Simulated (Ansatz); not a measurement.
# doublet CH2FNSi+ at 6 levels

Wanted: a comparison of 6 runs (U-revPBE/6-311+G**, UB2PLYP/6-311+G**, UCAM-B3LYP/6-311+G**, UPBE/6-311+G**, UMP2/6-311+G**, UCCSD/6-311+G**) of doublet CH2FNSi+. 

Program for the calculation: Ansatz 0.2.0.

93 further runs of the same task are left out: 93 set aside as unsound or not needed.

## Step 1: Starting point

The species is CH2FNSi+ (6 atoms), meant as a doublet with charge +1. As SMILES of the parent species, `FC1=N[SiH2]1`. The shape is that of a PBE0-D4/def2-TZVP optimisation. That shape belongs to the parent species and isn't relaxed for this state.

Bond lengths: F1–C2 1.313 Å, C2–N3 1.261 Å, C2–Si4 1.766 Å, N3–Si4 1.801 Å, Si4–H5 1.477 Å, Si4–H6 1.477 Å. Angles: F1–C2–N3 128.8°, F1–C2–Si4 160.4°, N3–C2–Si4 70.8°, C2–N3–Si4 67.8°, C2–Si4–N3 41.4°, C2–Si4–H5 122.2°, C2–Si4–H6 122.2°, N3–Si4–H5 118.8°, N3–Si4–H6 118.8°, H5–Si4–H6 113.7°.

## Step 2: The energy at U-revPBE/6-311+G(d,p) (run 1)

molecule.yaml reads:

```yaml
crystal:
  periodic: [false, false, false]
  atoms:
    - {symbol: F, position_ang: [1.423100, -1.608300, 0.851500]}
    - {symbol: C, position_ang: [0.513000, -0.815400, 0.333600]}
    - {symbol: "N", position_ang: [-0.624100, -1.110900, -0.124500]}
    - {symbol: Si, position_ang: [-0.284400, 0.654600, -0.233900]}
    - {symbol: H, position_ang: [0.001700, 1.243400, -1.557500]}
    - {symbol: H, position_ang: [-0.987300, 1.572700, 0.684600]}
basis:
  gaussian:
    orbitals: 6-311+G_st__st_-spherical.json
total_charge: 1
magnetization:
  spin_polarized: true
  initial_magnetization: 1
hamiltonian:
  xc: {name: revPBE}
accuracy: high
output: {orbitals: {seedname: orbitals}}
```

The basis set 6-311+G** is read from a file made from the Basis Set Exchange's data (not shown).

On the command line:

```bash
$ ansatz run molecule.yaml --threads 1 --pin off --max-ram 3480MiB --events-out events.jsonl --progress --plain --runs-dir runs
```

The program printed:

```text
Warning: RAYON_NUM_THREADS=1 ignored (pool sized by the plan → 1); use --threads N
Functional definition: revPBE
  name "revPBE"
  parameter kappa = 1.245
  parameter beta = 0.06672455060314922
  exchange = pbe_x(kappa = kappa, mu = beta*pi^2/3)
  correlation = pbe_c(beta = beta)
1948 factors; integrals over basis functions are off by at most 3.8e-9 eV
mean field evaluation 1: about -13117.7685 eV, gradient 6.8e1 eV
mean field evaluation 2: about -12837.5431 eV, gradient 2.0e2 eV
mean field evaluation 4: about -13123.2854 eV, gradient 6.9e1 eV
mean field evaluation 8: about -13140.9525 eV, gradient 4.9e-1 eV
mean field evaluation 16: about -13140.9505 eV, gradient 1.2e-3 eV
mean field evaluation 32: about -13139.3378 eV, gradient 3.9e-2 eV
mean field -13140.95051006 eV, -482.9210239886 hartree, gradient 3.5e-8 eV, S^2 0.753021; 1 other end points of the search recorded, 0 dependent functions left out
reference -13140.95051902 eV, -482.9210243178 hartree; 19, 18 occupied and 89, 90 virtual orbitals, 1948 factors
Total energy: -13140.95051902 eV, -482.9210243178 hartree
```

Wall time 12 s (1 thread of Arm Neoverse V1, shared host); peak memory 0.31 GiB.

## Step 3: The energy at UB2PLYP/6-311+G(d,p) (run 2)

input.yaml reads:

```yaml
crystal:
  periodic: [false, false, false]
  atoms:
    - {symbol: F, position_ang: [1.423100, -1.608300, 0.851500]}
    - {symbol: C, position_ang: [0.513000, -0.815400, 0.333600]}
    - {symbol: N, position_ang: [-0.624100, -1.110900, -0.124500]}
    - {symbol: Si, position_ang: [-0.284400, 0.654600, -0.233900]}
    - {symbol: H, position_ang: [0.001700, 1.243400, -1.557500]}
    - {symbol: H, position_ang: [-0.987300, 1.572700, 0.684600]}
basis:
  gaussian:
    orbitals: 6-311+G_st__st_-spherical.json
total_charge: 1
magnetization:
  spin_polarized: true
  initial_magnetization: 1
hamiltonian:
  xc: {name: B2PLYP}
correlation:
  frozen_orbitals: {C: 1, F: 1, H: 0, "N": 1, Si: 5}
accuracy: high
output: {orbitals: {seedname: orbitals}}
```

The basis set 6-311+G** is read from a file made from the Basis Set Exchange's data (not shown).

On the command line:

```bash
$ ansatz run input.yaml --threads 1 --pin off --max-ram 3480MiB --events-out events.jsonl --progress --plain --runs-dir runs
```

The program printed (excerpt; [...] marks lines left out):

```text
Warning: RAYON_NUM_THREADS=1 ignored (pool sized by the plan → 1); use --threads N
Functional definition: B2PLYP
  name "B2PLYP"
[...]
1948 factors; integrals over basis functions are off by at most 3.8e-9 eV
[...]
mean field -13131.04906433 eV, -482.5571525693 hartree, gradient 6.7e-8 eV, S^2 0.762772; 2 other end points of the search recorded, 0 dependent functions left out
8 core orbitals not correlated: weight in the atoms' cores, before any rotation towards them, 1.000 or more for the frozen orbitals, at most 0.000 for the correlated occupied ones
reference -13131.04909415 eV, -482.5571536654 hartree; 11, 10 occupied and 89, 90 virtual orbitals, 1948 factors
second order -19.54860897 eV of doubles, -0.00000000 eV of singles
Total energy: -13136.32721857 eV, -482.7511211602 hartree
```

Run time: 27 s. Hardware: 1 thread of Arm Neoverse V1, shared host; peak memory 0.57 GiB.

Runs 3 to 5 aren't shown in full; the table further down has their settings and results.

## Step 4: The energy at UCCSD/6-311+G(d,p) (run 6)

molecule.yaml reads:

```yaml
crystal:
  periodic: [false, false, false]
  atoms:
    - {symbol: F, position_ang: [1.423100, -1.608300, 0.851500]}
    - {symbol: C, position_ang: [0.513000, -0.815400, 0.333600]}
    - {symbol: N, position_ang: [-0.624100, -1.110900, -0.124500]}
    - {symbol: Si, position_ang: [-0.284400, 0.654600, -0.233900]}
    - {symbol: H, position_ang: [0.001700, 1.243400, -1.557500]}
    - {symbol: H, position_ang: [-0.987300, 1.572700, 0.684600]}
basis:
  gaussian:
    orbitals: 6-311+G_st__st_-spherical.json
accuracy: high
scf:
  omitted_lower_state_checks: [cluster_reference, increment]
magnetization:
  spin_polarized: true
  initial_magnetization: 1
total_charge: 1
correlation:
  method: ccsd
  frozen_orbitals: {C: 1, F: 1, H: 0, "N": 1, Si: 5}
```

The basis set 6-311+G** is read from a file made from the Basis Set Exchange's data (not shown).

On the command line:

```bash
$ ansatz run molecule.yaml --threads 1 --pin off --max-ram 3480MiB --events-out events.jsonl --progress --plain --runs-dir runs
```

The program printed:

```text
Warning: RAYON_NUM_THREADS=1 ignored (pool sized by the plan → 1); use --threads N
[... 15 lines left out ...]
8 core orbitals not correlated: weight in the atoms' cores, before any rotation towards them, 1.000 or more for the frozen orbitals, at most 0.000 for the correlated occupied ones
[... 31 lines left out ...]
Total energy: -13118.86806343 eV, -482.1095090431 hartree
Checks for a lower state left out: cluster_reference, increment
```

Run time: 95 s. Hardware: 1 thread of Arm Neoverse V1, shared host; peak memory 1.7 GiB.

## Step 5: All runs side by side

```tsv
run	level	frozen core orbitals	energy (Eh)	HOMO energy (eV)	LUMO energy (eV)	⟨S²⟩	wall time
1	U-revPBE/6-311+G**	–	-482.921024	-14.62	-13.22	0.753	12 s
2	UB2PLYP/6-311+G**	8	-482.751121	-17.29	-10.51	0.763	27 s
3	UCAM-B3LYP/6-311+G**	–	-482.963385	-17.49	-11.06	0.756	19 s
4	UPBE/6-311+G**	–	-482.683355	-14.67	-13.32	0.753	12 s
5	UMP2/6-311+G**	8	-482.079329	–	–	0.808	12 s
6	UCCSD/6-311+G**	8	-482.109509	–	–	0.808	95 s
```

## Step 6: Outcome

| quantity | value |
| --- | --- |
| run 6: total energy | -482.10951 Eh |
| run 6: correlation energy (8 core orbitals frozen) | -595.4 mEh |
| run 6: ⟨S²⟩ of the reference determinant | 0.808 |
| run 6: T1 diagnostic | 0.032 |

In words: Totals of different functionals can't be ranked against each other. All runs together took 3 min, the longest 95 s.
